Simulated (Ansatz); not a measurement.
Crystal: HPbNO4.

```xyz
14
Lattice="4.1204 -0.0008 -0.0112 0.0040 6.4272 0.0536 0.0279 3.2071 7.7499" Properties=species:S:1:pos:R:3 pbc="T T T"
H     3.7380    2.9684    3.7875
H     1.6795    6.6644    4.0009
Pb    1.6467    4.2515    5.4933
Pb    3.6983    5.3813    2.2951
N     2.6193    1.9491    1.6102
N     0.5769    7.6848    6.1852
O     3.7590    3.8553    4.2210
O     2.2235    3.1363    1.5259
O     2.2071    1.0645    0.8217
O     3.4590    1.6183    2.5274
O     1.6973    5.7776    3.5672
O     0.1804    6.4980    6.2725
O     0.1698    8.5703    6.9754
O     1.4117    8.0143    5.2631
```

The cell was built by a generator and needn't be a form met in nature.

| Quantity | Value |
| --- | --- |
| Program | Ansatz 0.2.0 |
| Task | relaxation of cell and atoms |
| Functional | PBEsol |
| Potentials or basis | Ansatz PAW |
| Cutoff | 420 eV (not typed: the program's choice for these potentials) |
| k mesh | 5 × 4 × 3 |
| Occupations | fermi-dirac, width 0.05 eV |
| Spin | no spin polarisation |

At the start: volume 14.61 Å³/atom.

**Question.** Where does the relaxation end?

**Answer.** It ends after 20 steps and the volume is 13.39 Å³/atom (-8.3 %); space group P2_1 (No. 4, to 0.05 Å).

The path:
```csv
step,energy change (eV),largest force (eV/Å),volume (Å³)
1,0.0000,0.4432,204.53
2,-0.0884,0.3012,184.77
3,-0.1331,0.1599,193.89
4,-0.1440,0.0749,192.78
5,-0.1529,0.1063,191.51
6,-0.1556,0.0647,191.09
7,-0.1560,0.0334,191.06
8,-0.1561,0.0272,191.05
9,-0.1560,0.0224,191.10
10,-0.1559,0.0143,191.12
11,-0.1557,0.0106,191.16
12,-0.1161,0.0105,191.16
13,-0.1283,0.0556,189.04
14,-0.1324,0.0870,188.15
15,-0.1346,0.0477,187.67
16,-0.1332,0.0137,188.05
17,-0.1330,0.0069,188.08
18,-0.1203,0.0072,188.08
19,-0.1231,0.0097,187.51
20,-0.1207,0.0097,187.51
```

Final structure:
```
H Pb N O
1.0
     3.92830   -0.00148   -0.01158
     0.00283    6.30246    0.07520
     0.02499    3.17202    7.61150
H Pb N O
2 2 2 8
Direct
  0.91690 0.21657 0.47812
  0.41688 0.78342 0.52188
  0.41613 0.30372 0.70970
  0.91624 0.69627 0.29030
  0.62050 0.19997 0.21242
  0.12027 0.80007 0.78754
  0.92504 0.32671 0.53767
  0.52073 0.39287 0.20138
  0.50788 0.10952 0.11357
  0.84307 0.08950 0.32879
  0.42504 0.67328 0.46232
  0.02061 0.60712 0.79865
  0.00769 0.89049 0.88643
  0.34301 0.91048 0.67121
```

Caveat: the plane-wave basis is chosen anew once the cell has moved, so the energies of steps on either side of that aren't comparable; the pressure holds a Pulay correction of +0.7 GPa for the finite cutoff; the PAW data sets come from PBE, with cores solved anew for the run's functional, which leaves a small shift of forces and pressure.
